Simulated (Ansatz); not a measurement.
# BClO (boron chloride oxide): revPBE/STO-3G

Aim: the electronic atomisation energy of BClO (boron chloride oxide) at revPBE/STO-3G, from 4 runs. 

The calculation is run with Ansatz 0.2.0.

61 further runs of the same task are left out: 15 that didn't finish, 46 set aside as unsound or not needed.

## 1. Starting point

BClO: 3 atoms, total charge 0, spin state singlet. As SMILES, `O=BCl`. Geometry: relaxed at GFN2-xTB.

Bond lengths: O1–B2 1.193 Å, B2–Cl3 1.639 Å. Angles: O1–B2–Cl3 179.9°.

## 2. A single-point energy at revPBE/STO-3G

run.yaml

```yaml
crystal:
  periodic: [false, false, false]
  atoms:
    - {symbol: O, position_ang: [1.019560, 0.606200, 0.626990]}
    - {symbol: B, position_ang: [0.113080, 0.066620, 0.069470]}
    - {symbol: Cl, position_ang: [-1.132640, -0.672810, -0.696460]}
basis:
  gaussian:
    orbitals: STO-3G
hamiltonian:
  xc: {name: revPBE}
accuracy: high
```

Launch:

```console
$ ansatz run run.yaml --threads 1 --pin off --max-ram 2610MiB --events-out events.jsonl --progress --plain --runs-dir runs
```

Log:

```text
Warning: RAYON_NUM_THREADS=1 ignored (pool sized by the plan → 1); use --threads N
Functional definition: revPBE
  name "revPBE"
  parameter kappa = 1.245
  parameter beta = 0.06672455060314922
  exchange = pbe_x(kappa = kappa, mu = beta*pi^2/3)
  correlation = pbe_c(beta = beta)
323 factors; integrals over basis functions are off by at most 2.9e-8 eV
mean field evaluation 1: about -15070.2179 eV, gradient 2.3e1 eV
mean field evaluation 2: about -15052.9098 eV, gradient 9.0e1 eV
mean field evaluation 4: about -15071.8267 eV, gradient 2.3e0 eV
mean field evaluation 8: about -15071.8057 eV, gradient 9.1e-2 eV
mean field evaluation 16: about -15071.8057 eV, gradient 1.7e-7 eV
mean field -15071.80574582 eV, -553.8786451221 hartree, gradient 1.4e-8 eV, S^2 0.000000; 0 other end points of the search recorded, 0 dependent functions left out
reference -15071.80574750 eV, -553.8786451839 hartree; 15, 15 occupied and 4, 4 virtual orbitals, 323 factors
Total energy: -15071.80574750 eV, -553.8786451839 hartree
```

Run time: 0.81 s. Hardware: 1 thread of Arm Neoverse V1, shared host.

## 3. The B atom at the same level

molecule.yaml

```yaml
basis:
  gaussian:
    orbitals: STO-3G
crystal:
  periodic: [false, false, false]
  atoms:
    - {symbol: B, position_ang: [0.000000, 0.000000, 0.000000]}
magnetization:
  spin_polarized: true
  initial_magnetization: 1
hamiltonian:
  xc: {name: revPBE}
accuracy: high
```

Run the same way, it converges to -24.26814 Eh (log not shown).

## 4. The Cl atom at the same level

molecule.yaml

```yaml
crystal:
  periodic: [false, false, false]
  atoms:
    - symbol: Cl
      position_ang: [0.000000, 0.000000, 0.000000]
basis:
  gaussian:
    orbitals: STO-3G
magnetization:
  spin_polarized: true
  initial_magnetization: 1
hamiltonian:
  xc: {name: revPBE}
accuracy: high
```

Run the same way, it converges to -455.03639 Eh (log not shown).

## 5. The O atom at the same level

run.yaml

```yaml
crystal:
  periodic: [false, false, false]
  atoms:
    - symbol: O
      position_ang: [0.000000, 0.000000, 0.000000]
basis:
  gaussian:
    orbitals: STO-3G
magnetization:
  spin_polarized: true
  initial_magnetization: 2
hamiltonian:
  xc: {name: revPBE}
accuracy: high
```

Launch:

```console
$ ansatz run run.yaml --threads 1 --pin off --max-ram 2610MiB --events-out events.jsonl --progress --plain --runs-dir runs
```

Log:

```text
Warning: RAYON_NUM_THREADS=1 ignored (pool sized by the plan → 1); use --threads N
Functional definition: revPBE
  name "revPBE"
  parameter kappa = 1.245
  parameter beta = 0.06672455060314922
  exchange = pbe_x(kappa = kappa, mu = beta*pi^2/3)
  correlation = pbe_c(beta = beta)
15 factors; integrals over basis functions are off by at most 1.1e-9 eV
mean field evaluation 1: about -2014.1042 eV, gradient 4.8e-12 eV
mean field evaluation 2: about -2014.1049 eV, gradient 2.3e-11 eV
mean field evaluation 4: about -2014.1039 eV, gradient 0.0e0 eV
mean field evaluation 8: about -2014.1047 eV, gradient 2.9e-2 eV
mean field -2014.10487446 eV, -74.0169889270 hartree, gradient 0.0e0 eV, S^2 2.000000; 2 other end points of the search recorded, 0 dependent functions left out
reference -2014.10487505 eV, -74.0169889489 hartree; 5, 3 occupied and 0, 2 virtual orbitals, 15 factors
Total energy: -2014.10487505 eV, -74.0169889489 hartree
```

It took 0.24 s on 1 thread of Arm Neoverse V1, shared host.

## 6. Outcome

Level: revPBE/STO-3G.

| quantity | value |
| --- | --- |
| molecule: total energy | -553.87865 Eh |
| B atom: total energy | -24.26814 Eh |
| B atom: ⟨S²⟩ | 0.750 |
| Cl atom: total energy | -455.03639 Eh |
| Cl atom: ⟨S²⟩ | 0.750 |
| O atom: total energy | -74.01699 Eh |
| O atom: ⟨S²⟩ | 2.000 |
| electronic atomisation energy | 15.160 eV |

In words: Taking the molecule apart into free atoms costs 15.16 eV (350 kcal/mol), before zero-point energy and without spin-orbit coupling. In a minimal basis such a difference can be off by several eV, whatever the method.
